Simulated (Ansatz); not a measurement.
# Zr4ScO: one candidate of a structure search

Where does this trial cell of Zr4ScO go when cell and atoms are let free?

Program: Ansatz 0.2.0. Level of theory: DFT PBE, scalar-relativistic, plane waves, PAW. These are calculated values, not measurements.

2 further runs of the same task are left out: 1 that didn't finish, 1 set aside as unsound or not needed.

## (1) The starting structure

The structure is tetragonal, space group P4/mmm (No. 123). Conventional cell: a = 3.048 Å, b = 3.048 Å, c = 10.659 Å, α = 90.00°, β = 90.00°, γ = 90.00°. Zr (site symmetry 4mm) is surrounded by 4 Sc at 2.82 Å and 8 Zr at 2.86 to 3.05 Å. Zr (site symmetry 4mm) has 4 O at 2.70 Å and 8 Zr at 2.86 to 3.05 Å as nearest neighbours. Sc (site symmetry 4/mmm) has 8 Zr at 2.82 Å and 4 Sc at 3.05 Å as nearest neighbours. O (site symmetry 4/mmm) is surrounded by 8 Zr at 2.70 Å.

As a file:

```xyz
6
Lattice="3.0477 0.0000 0.0000 0.0000 3.0477 0.0000 0.0000 0.0000 10.6592" Properties=species:S:1:pos:R:3 pbc="T T T"
Zr    1.5239    1.5239    1.8157
Zr    0.0000    0.0000    6.9562
Zr    0.0000    0.0000    3.7029
Zr    1.5239    1.5239    8.8435
Sc    0.0000    0.0000    0.0000
O     1.5239    1.5239    5.3296
```

Recipe of the guess: species swapped into a database cell of Hf4AgPd (P4/mmm, No. 123), with Zr on the Hf sites, Sc on the Ag sites and O on the Pd sites. Lengths come from tabulated atomic sizes and are only a guess.

## (2) The guess as it stands, on a coarse mesh

File input.yaml:

```yaml
crystal:
  lattice:
    - [3.04773888, 0.0, 0.0]
    - [0.0, 3.04773888, 0.0]
    - [0.0, 0.0, 10.65915375]
  atoms:
    - { symbol: Zr, position: [0.5, 0.5, 0.17033884] }
    - { symbol: Zr, position: [0.0, 0.0, 0.65260673] }
    - { symbol: Zr, position: [0.0, 0.0, 0.34739327] }
    - { symbol: Zr, position: [0.5, 0.5, 0.82966116] }
    - { symbol: Sc, position: [0.0, 0.0, 0.0] }
    - { symbol: O, position: [0.5, 0.5, 0.5] }
basis:
  ecutwfc: 420
kpoints:
  mp_grid: { grid: [6, 6, 2] }
hamiltonian:
  xc: pbe
scf:
  occupations: { method: gaussian, width: 0.1 }
  lower_state_search: "off"
output:
  forces: true
  stress: true
  eigenvalues: true
```

Run with:

```sh
$ ansatz run input.yaml --threads 1 --pin off --max-ram 2560MiB --backend cpu --events-out ev --progress --plain --runs-dir out
```

The session goes on with these runs: rough relaxation on the coarse mesh; spin check on a coarse mesh; full relaxation.

Q: Predict the outcome of this session. Wanted: conventional cell; volume; energy over the elements; gap on the mesh.

**Answer**, as computed:

| quantity | value |
| --- | --- |
| symmetry at the end (tolerance 0.05 Å) | space group P4/mmm (No. 123) |
| conventional cell | a = 2.993 Å, b = 2.993 Å, c = 13.009 Å, α = 90.00°, β = 90.00°, γ = 90.00° |
| volume | 19.42 Å³/atom |
| energy over the elements (uncorrected; H, N, O, F and Cl as molecules) | -0.50 eV/atom |
| gap on the mesh | none (metal) |

What this shows: The space group P4/mmm (No. 123) is kept, and the volume per atom grows by 17.7 % from the first guess. It lies below the elements, which doesn't yet make it stable: competing phases were not computed in this session. No finished test with a distortion of lower symmetry is shown, so the end may be a saddle point. A spin-polarised run here lost its starting moments, which speaks against magnetism, though one start doesn't rule it out. Other magnetic orders were not searched.
